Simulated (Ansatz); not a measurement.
# AlSbH3F (SMILES [F][AlH][SbH2]): BCCD(T)/def2-SVP (core potential)

Aim: the electronic atomisation energy of AlSbH3F at BCCD(T)/def2-SVP (core potential), from 5 runs. 

The results are computed with Ansatz 0.2.0.

60 further runs of the same task are left out: 60 set aside as unsound or not needed.

**1. The structure to begin with**

AlSbH3F has 6 atoms, charge 0, and is taken as a singlet. As SMILES, `[F][AlH][SbH2]`. Geometry: relaxed at PBE0-D4/def2-TZVP. This is one conformer, not always the lowest.

Bond lengths: F1–Al2 1.653 Å, Al2–Sb3 2.636 Å, Al2–H4 1.582 Å, Sb3–H5 1.710 Å, Sb3–H6 1.709 Å. Angles: F1–Al2–Sb3 116.3°, F1–Al2–H4 116.4°, Sb3–Al2–H4 127.3°, Al2–Sb3–H5 88.3°, Al2–Sb3–H6 87.8°, H5–Sb3–H6 91.6°.

**2. A single-point energy at BCCD(T)/def2-SVP (core potential)**

Contents of molecule.yaml:

```yaml
crystal:
  periodic: [false, false, false]
  atoms:
    - {symbol: F, position_ang: [-1.114600, -1.632400, 1.262300]}
    - {symbol: Al, position_ang: [-0.336100, -1.039300, -0.069800]}
    - {symbol: Sb, position_ang: [1.279900, 1.003700, 0.334800]}
    - {symbol: H, position_ang: [-0.594800, -1.800700, -1.431700]}
    - {symbol: H, position_ang: [0.842100, 1.592000, -1.209900]}
    - {symbol: H, position_ang: [-0.034400, 1.812900, 1.068100]}
basis:
  gaussian:
    orbitals: def2-SVP
correlation:
  method: bccd_t
  frozen_orbitals: {Al: 5, F: 1, H: 0, Sb: 4}
accuracy: high
scf:
  omitted_lower_state_checks: [cluster_reference, increment]
```

The run is started by

```sh
$ ansatz run molecule.yaml --threads 1 --pin off --max-ram 3480MiB --events-out events.jsonl --progress --plain --runs-dir runs
```

What it wrote, cut to the lines that bear on the results:

```text
Warning: RAYON_NUM_THREADS=1 ignored (pool sized by the plan → 1); use --threads N
Functional definition: HF
  name "HF"
[...]
1642 factors; integrals over basis functions are off by at most 3.6e-9 eV
[...]
mean field -15844.26933108 eV, -582.2661582856 hartree, gradient 9.5e-9 eV, S^2 0.000000; 0 other end points of the search recorded, 0 dependent functions left out
10 core orbitals not correlated: weight in the atoms' cores, before any rotation towards them, 1.000 or more for the frozen orbitals, at most 0.000 for the correlated occupied ones
reference -15844.26933108 eV, -582.2661582856 hartree; 14, 14 occupied and 49, 49 virtual orbitals, 1642 factors
second order -10.09045516 eV of doubles, -0.00000000 eV of singles
cycle   1  -10.56500421 eV  change   -4.7e-1 eV  update   9.1e-2
[...]
cycle  22  -10.93669436 eV  change  -4.9e-10 eV  update   1.4e-9
perturbative correction -0.25691731 eV, -0.0094415369 hartree
Total energy: -15855.46294275 eV, -582.6775159271 hartree
Checks for a lower state left out: cluster_reference, increment
```

Wall time 17 s (1 thread of Arm Neoverse V1, shared host); peak memory 0.42 GiB.

**3. The Al atom at the same level**

Contents of run.yaml:

```yaml
crystal:
  periodic: [false, false, false]
  atoms:
    - {symbol: Al, position_ang: [0.000000, 0.000000, 0.000000]}
basis:
  gaussian: {orbitals: def2-SVP}
magnetization: {spin_polarized: true, initial_magnetization: 1}
correlation: {method: bccd_t, frozen_orbitals: {Al: 5}}
accuracy: high
scf: {omitted_lower_state_checks: [cluster_reference, increment]}
```

Run the same way, it converges to -241.83345 Eh (log not shown).

**4. The F atom at the same level**

Contents of job.yaml:

```yaml
basis:
  gaussian:
    orbitals: def2-SVP
crystal:
  periodic: [false, false, false]
  atoms:
    - {symbol: F, position_ang: [0.000000, 0.000000, 0.000000]}
magnetization:
  spin_polarized: true
  initial_magnetization: 1
accuracy: high
correlation:
  method: bccd_t
  frozen_orbitals: {F: 1}
scf:
  omitted_lower_state_checks: [cluster_reference, increment]
```

Run the same way, it converges to -99.43472 Eh (log not shown).

**5. The H atom: a single-point energy at UHF/def2-SVP**

Contents of molecule.yaml:

```yaml
crystal:
  periodic: [false, false, false]
  atoms:
    - {symbol: H, position_ang: [0.000000, 0.000000, 0.000000]}
basis:
  gaussian:
    orbitals: def2-SVP
magnetization:
  spin_polarized: true
  initial_magnetization: 1
hamiltonian:
  xc: hf
accuracy: high
```

Run the same way, it converges to -0.49928 Eh (log not shown).

**6. The Sb atom**

Contents of molecule.yaml:

```yaml
crystal:
  periodic: [false, false, false]
  atoms:
    - symbol: Sb
      position_ang: [0.000000, 0.000000, 0.000000]
basis:
  gaussian:
    orbitals: def2-SVP
magnetization:
  spin_polarized: true
  initial_magnetization: 3
correlation:
  method: bccd_t
  frozen_orbitals: {Sb: 4}
accuracy: high
scf:
  omitted_lower_state_checks: [cluster_reference, increment]
```

Run the same way, it converges to -239.35244 Eh (log not shown).

**7. What came out**

Level: BCCD(T)/def2-SVP (core potential), 10 core orbitals frozen.

```
                                              quantity          value
                                molecule: total energy  -582.67752 Eh
molecule: correlation energy (10 core orbitals frozen)     -411.4 mEh
                              molecule: (T) correction      -9.44 mEh
                                 Al atom: total energy  -241.83345 Eh
  Al atom: correlation energy (5 core orbitals frozen)      -44.1 mEh
                               Al atom: (T) correction      -0.62 mEh
            Al atom: ⟨S²⟩ of the reference determinant          0.758
                                  F atom: total energy   -99.43472 Eh
    F atom: correlation energy (1 core orbital frozen)     -150.7 mEh
                                F atom: (T) correction      -1.02 mEh
             F atom: ⟨S²⟩ of the reference determinant          0.752
                                  H atom: total energy    -0.49928 Eh
                                          H atom: ⟨S²⟩          0.750
                                 Sb atom: total energy  -239.35244 Eh
  Sb atom: correlation energy (4 core orbitals frozen)      -79.1 mEh
                               Sb atom: (T) correction      -1.29 mEh
            Sb atom: ⟨S²⟩ of the reference determinant          3.752
                         electronic atomisation energy      15.213 eV
```

Taking the molecule apart into free atoms costs 15.21 eV (1468 kJ/mol), before zero-point energy and without spin-orbit coupling. The triples (molecule) make up 2.3 % of the correlation energy. The triples (Al atom) make up 1.4 % of the correlation energy. The triples (F atom) make up 0.7 % of the correlation energy. The triples (Sb atom) make up 1.6 % of the correlation energy.
